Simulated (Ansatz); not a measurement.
Runs of Ansatz 0.2.0 on Pt2F. Symmetry: Fm-3m, No. 225, cubic system. The conventional cell has a = 5.705 Å, b = 5.705 Å, c = 5.705 Å, α = 90.00°, β = 90.00°, γ = 90.00°. Pt (site symmetry -43m) has 4 F at 2.47 Å as nearest neighbours. Around F (site symmetry m-3m) lie 8 Pt at 2.47 Å. The cell was built by a generator and needn't be a form met in nature.

```tsv
screening (1/Å)	gap on the mesh (eV)	pressure (GPa)
0.2	none	-3.1
0.4	none	(a)
0.6	none	-1.8
0.15	none	(b)
0.3	none	-2.9
```

Alike in all rows: task single point; level HSE06 form with a typed share of exact exchange; potentials or basis Ansatz PAW; no spin polarisation; cell as given; k mesh 4 × 4 × 4; cutoff (eV) 420; smearing fermi-dirac 0.05 eV; the mesh is coarse, so values aren't converged.

Q: Fill in the values left out.

A: (a) -2.5; (b) -3.2.

Caveats: all runs use coarse meshes; an odd number of electrons without spin polarisation forces a metal; a magnetic or distorted state may lie lower; the PAW data sets come from PBE, with cores solved anew for the run's functional, which leaves a small shift of forces and pressure; the thresholds are loose for stress.

A k mesh can miss the band edges, and the runs leave out spin-orbit coupling on Pt.

A gap of «none» marks a metal or a gap under the smearing width.
